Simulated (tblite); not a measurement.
# C6H14BO2P: the cost of one run

Programs: tblite 0.8.0 and PySCF 2.14.0, with density-fitted response routines of our own. Each step states its level of theory. These are calculated values for one molecule in the gas phase, unless marked as measured. Atoms are numbered from 0 throughout.

### Step 1. Starting geometry

24 atoms, charge 0, multiplicity 1; geometry from: force field or distance geometry start.

Bonds of the start (Å): C0–C1 1.35, C1–C2 1.46, C2–C3 1.55, C2–O4 1.36, O4–B5 1.41, B5–P6 1.84, C2–C7 1.49, C7–C8 1.51, C7–O9 1.24, C0–H10 1.10, C0–H11 1.07, C1–H12 1.09, C3–H13 1.09, C3–H14 1.10, C3–H15 1.12, B5–H16 1.21, B5–H17 1.21, P6–H18 1.44, P6–H19 1.43, P6–H20 1.38, C8–H21 1.09, C8–H22 1.12, C8–H23 1.13.

### Step 2. Geometry optimisation with GFN2-xTB

The job: settings as JSON, then the geometry in Å.

```
{"job": {"kind": "relax", "xc": "GFN2-xTB", "basis": "xTB"}, "charge": 0, "multiplicity": 1}
C      1.249300    -1.412800    -1.460700
C      0.772200    -0.224700    -1.026400
C     -0.527900    -0.228600    -0.361300
C     -1.544400    -0.457700    -1.508600
O     -0.674200    -1.219500     0.554700
B      0.187200    -1.303300     1.662700
P      1.516400    -0.064500     1.949900
C     -0.914800     1.069100     0.268200
C     -0.871500     2.363800    -0.498500
O     -1.297400     1.110900     1.449800
H      0.590300    -2.278300    -1.297400
H      2.195700    -1.508000    -1.950300
H      1.397900     0.655700    -1.156900
H     -2.350600     0.280700    -1.491200
H     -1.018900    -0.323800    -2.467200
H     -1.916200    -1.517200    -1.487100
H      0.706000    -2.394300     1.656500
H     -0.508900    -1.350400     2.654200
H      1.426800     0.376400     3.316000
H      2.816100    -0.663000     1.889400
H      1.543700     1.088600     1.194600
H     -0.242300     2.312600    -1.384300
H     -0.587900     3.150900     0.246100
H     -1.958500     2.557100    -0.744600
```

Run with:

```
$ OMP_NUM_THREADS=1 python probes_run.py task.json out
```

The driver reads the jobs from task.json and runs them one after another.

**Question.** How long does this first job take on 1 thread of Arm Neoverse V1, shared host, and how much memory does it need?

About 2.6 s, with a peak of 0.18 GiB.
